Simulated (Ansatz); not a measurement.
# Pd6Br in Ansatz: reference runs

How does Pd6Br come out in PBE? The cell is run as given.

All numbers are computed with Ansatz 0.2.0; they aren't measurements. Logs are shortened: lines on timing, memory, paths and dates and some standing lists are left out, and cuts for length are marked.

## 1. The cell of the first run

The cell holds a slab with vacuum, 14 atoms: a = 5.501 Å, b = 5.501 Å, c = 24.876 Å, α = 90.00°, β = 90.00°, γ = 120.00°.

## 2. Single point, PBE

input.yaml reads:

```yaml
crystal:
  lattice:
    - [5.5010079149, 0.0, 0.0]
    - [-2.7505039575, 4.7640126007, 0.0]
    - [0.0, 0.0, 24.8755541542]
  atoms:
    - { symbol: Pd, position: [0.3333333333, 0.1666666667, 0.3216008757] }
    - { symbol: Pd, position: [0.3333333333, 0.6666666667, 0.3216008757] }
    - { symbol: Pd, position: [0.8333333333, 0.1666666667, 0.3216008757] }
    - { symbol: Pd, position: [0.8333333333, 0.6666666667, 0.3216008757] }
    - { symbol: Pd, position: [0.6666666667, 0.3333333333, 0.4118813601] }
    - { symbol: Pd, position: [0.6666666667, 0.8333333333, 0.4118813601] }
    - { symbol: Pd, position: [0.1666666667, 0.3333333333, 0.4118813601] }
    - { symbol: Pd, position: [0.1666666667, 0.8333333333, 0.4118813601] }
    - { symbol: Pd, position: [0.0, 0.5, 0.5021618444] }
    - { symbol: Pd, position: [0.0, 0.0, 0.5021618444] }
    - { symbol: Pd, position: [0.5, 0.5, 0.5021618444] }
    - { symbol: Pd, position: [0.5, 0.0, 0.5021618444] }
    - { symbol: Br, position: [0.1666666667, 0.3333333333, 0.6139181487] }
    - { symbol: Br, position: [0.1666666667, 0.3333333333, 0.7097552097] }
hamiltonian:
  xc: pbe
  pseudopotentials: { kind: paw }
kpoints:
  mp_grid: { grid: [6, 6, 1] }
scf:
  occupations: { method: fermi_dirac, width: 0.05 }
output:
  forces: true
  eigenvalues: true
  write_density: true
  write_potential: true
  elf: true
  volumetric_format: npy
efield:
  axis: 3
  dipole_correction: true
  ramp_width: 0.04
```

Potentials or basis: Ansatz PAW.

Started as:

```bash
ansatz run input.yaml --threads 4 --pin off --max-ram 11264MiB --backend cpu --events-out ev --progress --plain --runs-dir out
```

The log of the run:

```text
Warning: RAYON_NUM_THREADS=4 ignored (pool sized by the plan → 4); use --threads N
Engine: ansatz 0.2.0, aarch64-unknown-linux-gnu
Pseudopotentials: kind: paw
Pseudopotential: Pd, paw, valence charge 18, recommended cutoff 420 eV (normal), Pd.paw.azcp
Pseudopotential: Br, paw, valence charge 7, recommended cutoff 420 eV (normal), Br.paw.azcp
Functional definition: PBE
  parameter kappa = 0.804
  parameter beta = 0.06672455060314922
  exchange = pbe_x(kappa = kappa, mu = beta*pi^2/3)
  correlation = pbe_c(beta = beta)
Crystal: 14 atoms, lattice volume = 651.910 Å³
Basis set: ecut = 420 eV, 12725 PW (Γ), exchange–correlation on 80×80×360 points (8 copies of the dense FFT grid, shifted against one another)
Bands: 138, of which v1, the nominal top of the filled ones, is band 115 counted from 1 (114 counted from 0)
Symmetry: 6 space group operations
Space group: P3m1 (ITA 156), of the structure as read, at distance tolerance 8.7e-5 Å
k-points: 7 of 36 (time reversal used)
Non-local potential: Pd, projectors of the file, l = 0: 2, l = 1: 2, l = 2: 2, l = 3: 1
Non-local potential: Br, projectors of the file, l = 0: 2, l = 1: 2, l = 2: 2
PAW form: soft (Blöchl's): semilocal exchange-correlation on the pseudo side does not see the compensation charge
PAW one-centre angular grid: Pd, 590 points (default); XC on 64 Gauss nodes
PAW one-centre angular grid: Br, 110 points (default); XC on 64 Gauss nodes
Initial density: superposition of atomic densities (neutral atoms: chi_scale 0, normalization atom), corrected by the library's trained network
[... 23 lines left out ...]
Internal energy: -89236.219395 eV  (E = F + TS)
E sigma→0 (E₀):  -89236.355718 eV
Entropy (-TS):   -0.272646 eV (-19.475 meV/atom)
Fermi energy:    1.988808 eV
Dipole field:    D = -0.034213 V/Å  (p = -0.123259 e·Å, saw-weighted, corrected)
Work function:   Φ+ = 6.1069 eV   Φ− = 5.2558 eV
Levels:          The Fermi level and band energies are counted from a zero that moves with the ramp; work functions are not
--- Per-component energies (eV) ---
  E_band       = -5480.307593
  E_kinetic    = 6424.744008
  E_local      = -382906.096207  (includes V_loc(G=0)·N_el)
  E_nonlocal   = 2751.081987
  E_hartree    = 187491.284020
  E_xc         = -2543.039382
  E_vxc        = -2732.817317  (∫ρ·V_xc dr)
  E_paw        = -49500.134883  (= ΣΔE_a)
  E_vpaw       = -3982.446163  (= ΣTr[D̂ρ^β])
  E_aug_tail   = 0.002675  (compensation charges beyond the density's cutoff)
  E_efield     = 0.002109  (sawtooth field / dipole correction)
  E_vefield    = -17.335303  (∫n·V_field dr)
  E_ewald      = 149045.936280
  E_smearing   = -0.272646  (= −TS)
  E_closure    = 0.000000  (closes the sum)
  Σ components = -89236.492040   (vs F -89236.492040, Δ=0.00e0)
--- Forces (eV/Å), atoms counted from 1 ---
  atom   1  Pd    -0.01213564     0.00700652    -0.30781669
  atom   2  Pd     0.00000000    -0.01401303    -0.30781669
  atom   3  Pd     0.01213564     0.00700652    -0.30781669
  atom   4  Pd    -0.00000000    -0.00000000    -0.30291455
  atom   5  Pd    -0.00000000     0.03663565    -0.00150162
  atom   6  Pd     0.03172740    -0.01831782    -0.00150162
  atom   7  Pd     0.00000000    -0.00000000    -0.00532096
  atom   8  Pd    -0.03172740    -0.01831782    -0.00150162
  atom   9  Pd     0.05820882    -0.03360688     0.57049219
  atom  10  Pd    -0.00000000     0.06721376     0.57049219
  atom  11  Pd    -0.05820882    -0.03360688     0.57049219
  atom  12  Pd     0.00000000     0.00000000     0.28727752
  atom  13  Br    -0.00000000    -0.00000000    -0.99364280
  atom  14  Br     0.00000000    -0.00000000     0.23108671
  max |Σ_I F_I| component: 7.55e-6 eV/Å
--- Band table (eV; the first three rows and the last of 7) ---
  k-point 0: bands = ["-82.1038", "-82.0711", "-82.0582", "-82.0582", "-81.7831", "-81.7532", "-81.7532", "-81.7295", "-81.6940", "-81.6923", "-81.6923", "-81.6853", "-47.9841", "-47.9841", "-47.9838", "-47.8702", "-47.8474", "-47.8331", "-47.8331", "-47.7440", "-47.7440", "-47.7321", "-47.7320", "-47.7111", "-47.7111", "-47.6649", "-47.6597", "-47.6597", "-47.6549", "-47.6549", "-47.4978", "-47.4919", "-47.4919", "-47.4577", "-47.4577", "-47.4541", "-47.4067", "-47.4067", "-47.3799", "-47.3799", "-47.3492", "-47.3226", "-47.3226", "-47.2692", "-47.2455", "-47.2429", "-47.2429", "-47.2292", "-13.6340", "-11.2491", "-4.3812", "-3.2289", "-2.9952", "-2.9698", "-2.9588", "-2.9588", "-2.7767", "-2.7476", "-2.7476", "-2.6516", "-2.5384", "-2.5384", "-2.5002", "-2.3261", "-2.3261", "-2.3084", "-1.2693", "-1.2693", "-1.2292", "-0.9429", "-0.9429", "-0.9180", "-0.7507", "-0.7000", "-0.7000", "-0.6796", "-0.6796", "-0.4767", "-0.4767", "-0.3182", "-0.3182", "-0.3164", "-0.3046", "-0.3046", "-0.1858", "0.3899", "0.3899", "0.4219", "0.8694", "0.8694", "0.8821", "0.8942", "0.8942", "1.0485", "1.0574", "1.0574", "1.1925", "1.1925", "1.3849", "1.3849", "1.7990", "1.7990", "1.8031", "1.8677", "1.9094", "1.9094", "1.9345", "1.9345", "1.9832", "2.0748", "2.0748", "2.0770", "2.2857", "2.2978", "2.2978", "2.3452", "2.3481", "2.3481", "2.9787", "3.9146", "4.1405", "4.1405", "4.6759", "5.5817", "5.5817", "5.7204", "5.8509", "5.8509", "5.9073", "7.0490", "7.2640", "7.9355", "8.6622", "9.2255", "9.2255", "9.3269", "9.3779", "9.3779"]
  k-point 1: bands = ["-82.1016", "-82.0718", "-82.0597", "-82.0582", "-81.7811", "-81.7548", "-81.7532", "-81.7270", "-81.6956", "-81.6932", "-81.6923", "-81.6857", "-47.9726", "-47.9719", "-47.9630", "-47.8664", "-47.8430", "-47.8294", "-47.8287", "-47.7571", "-47.7508", "-47.7329", "-47.7191", "-47.6986", "-47.6938", "-47.6821", "-47.6650", "-47.6558", "-47.6484", "-47.6442", "-47.5079", "-47.5034", "-47.4891", "-47.4694", "-47.4670", "-47.4513", "-47.4264", "-47.4114", "-47.4012", "-47.3851", "-47.3464", "-47.3235", "-47.3222", "-47.2675", "-47.2458", "-47.2436", "-47.2428", "-47.2299", "-13.6326", "-11.2476", "-4.1649", "-3.1126", "-2.8764", "-2.8162", "-2.8003", "-2.7976", "-2.6846", "-2.6354", "-2.6154", "-2.5537", "-2.4544", "-2.4449", "-2.4256", "-2.2263", "-2.1457", "-2.1381", "-1.2603", "-1.2482", "-1.1890", "-0.8980", "-0.8751", "-0.8464", "-0.8233", "-0.7680", "-0.7300", "-0.7003", "-0.6623", "-0.5523", "-0.4184", "-0.4119", "-0.3681", "-0.3496", "-0.2750", "-0.1802", "-0.1613", "0.2516", "0.2735", "0.2849", "0.7003", "0.7116", "0.7976", "0.8241", "0.8886", "0.9012", "0.9637", "0.9707", "1.0461", "1.1473", "1.1664", "1.3839", "1.5229", "1.5870", "1.5881", "1.6704", "1.6909", "1.7086", "1.7299", "1.8492", "1.8590", "1.9117", "1.9237", "1.9708", "1.9896", "2.1062", "2.1579", "2.1617", "2.1668", "2.4231", "2.9317", "3.4236", "4.1046", "4.3487", "4.3816", "4.8447", "5.3684", "5.4925", "6.5092", "6.7572", "6.8389", "7.2866", "7.4868", "8.1193", "8.8397", "9.3272", "9.3830", "9.5361", "9.6003", "9.6346"]
  k-point 2: bands = ["-82.0961", "-82.0743", "-82.0627", "-82.0582", "-81.7759", "-81.7593", "-81.7532", "-81.7204", "-81.7021", "-81.6934", "-81.6923", "-81.6865", "-47.9446", "-47.9423", "-47.9052", "-47.8575", "-47.8352", "-47.8253", "-47.8202", "-47.7875", "-47.7791", "-47.7425", "-47.7197", "-47.6920", "-47.6797", "-47.6694", "-47.6452", "-47.6339", "-47.6297", "-47.6030", "-47.5370", "-47.5330", "-47.4974", "-47.4946", "-47.4782", "-47.4767", "-47.4581", "-47.4375", "-47.4230", "-47.3991", "-47.3403", "-47.3263", "-47.3215", "-47.2628", "-47.2499", "-47.2430", "-47.2428", "-47.2312", "-13.6299", "-11.2446", "-3.5895", "-2.9493", "-2.7272", "-2.5041", "-2.4281", "-2.4096", "-2.3961", "-2.2683", "-2.2595", "-2.2366", "-2.1989", "-2.1761", "-2.1751", "-1.9671", "-1.6686", "-1.6685", "-1.2925", "-1.2863", "-1.2027", "-1.0629", "-1.0310", "-0.8973", "-0.8423", "-0.7360", "-0.6991", "-0.6821", "-0.6386", "-0.6008", "-0.5689", "-0.4033", "-0.2695", "-0.1862", "-0.1641", "-0.1469", "-0.1418", "-0.1193", "-0.0983", "0.2471", "0.3802", "0.3830", "0.4189", "0.5517", "0.5911", "0.5927", "0.6645", "0.6984", "0.7043", "0.7576", "0.8360", "0.9090", "1.0583", "1.0659", "1.2073", "1.2358", "1.3543", "1.3607", "1.4063", "1.4383", "1.5161", "1.5276", "1.5513", "1.6244", "1.8655", "1.8909", "1.9290", "1.9719", "2.1376", "2.1463", "2.5644", "3.1168", "3.9778", "4.5960", "4.6286", "5.5209", "5.5826", "5.5935", "6.0413", "7.6292", "7.6322", "7.9098", "8.1218", "8.5494", "8.6802", "9.3778", "9.5144", "9.9885", "10.0316", "10.1429"]
  k-point 6: bands = ["-82.0906", "-82.0723", "-82.0723", "-82.0561", "-81.7669", "-81.7668", "-81.7541", "-81.7079", "-81.7060", "-81.7060", "-81.6883", "-81.6870", "-47.8895", "-47.8893", "-47.8542", "-47.8535", "-47.8493", "-47.8412", "-47.8267", "-47.8261", "-47.8121", "-47.7267", "-47.7267", "-47.7266", "-47.6409", "-47.6344", "-47.5995", "-47.5980", "-47.5893", "-47.5841", "-47.5748", "-47.5559", "-47.5558", "-47.5521", "-47.4985", "-47.4607", "-47.4603", "-47.4436", "-47.4427", "-47.4426", "-47.3318", "-47.3314", "-47.3218", "-47.2542", "-47.2527", "-47.2518", "-47.2391", "-47.2320", "-13.6279", "-11.2424", "-2.9408", "-2.4792", "-2.4691", "-2.4512", "-1.9552", "-1.9424", "-1.9200", "-1.9002", "-1.8903", "-1.8372", "-1.7601", "-1.7530", "-1.7526", "-1.6947", "-1.6904", "-1.6802", "-1.3318", "-1.3098", "-1.0699", "-1.0652", "-1.0646", "-1.0044", "-0.9619", "-0.9523", "-0.9426", "-0.9348", "-0.6815", "-0.6781", "-0.6776", "-0.6636", "-0.6395", "-0.5947", "-0.5788", "-0.2835", "-0.2824", "-0.2763", "-0.2442", "-0.0534", "-0.0449", "-0.0397", "-0.0129", "-0.0122", "-0.0043", "0.5402", "0.5477", "0.5609", "0.7251", "0.7407", "0.8054", "0.8524", "0.9115", "1.0239", "1.0578", "1.0940", "1.2007", "1.2343", "1.5052", "1.5167", "1.5304", "1.6531", "1.6658", "1.7603", "1.7697", "1.7761", "1.7902", "1.8422", "1.8427", "1.8447", "2.2916", "2.5722", "2.5751", "3.5193", "5.0992", "5.1012", "5.5523", "7.7100", "7.7184", "8.1188", "8.5631", "8.6010", "8.8271", "9.1560", "9.2081", "9.4199", "9.5653", "9.5664", "9.5819", "9.6686"]
```

Run time: 27 s. Hardware: 4 threads of Arm Neoverse V1, shared host; peak memory 2 GiB.

What came out:

| Property | Result |
| --- | --- |
| Free energy | -89236.4920 eV |
| Largest force | 0.994 eV/Å |
| Band gap on the k mesh | none (metal or under the smearing width) |
| Work function of the upper face | 6.11 eV |
| Work function of the lower face | 5.26 eV |
| Dipole across the slab | -0.123 e·Å |

Forces in eV/Å, atoms in the order of the input:
```
Pd  -0.012  0.007 -0.308
Pd   0.000 -0.014 -0.308
Pd   0.012  0.007 -0.308
Pd   0.000  0.000 -0.303
Pd   0.000  0.037 -0.002
Pd   0.032 -0.018 -0.002
Pd   0.000  0.000 -0.005
Pd  -0.032 -0.018 -0.002
Pd   0.058 -0.034  0.570
Pd   0.000  0.067  0.570
Pd  -0.058 -0.034  0.570
Pd   0.000  0.000  0.287
Br   0.000  0.000 -0.994
Br   0.000  0.000  0.231
```
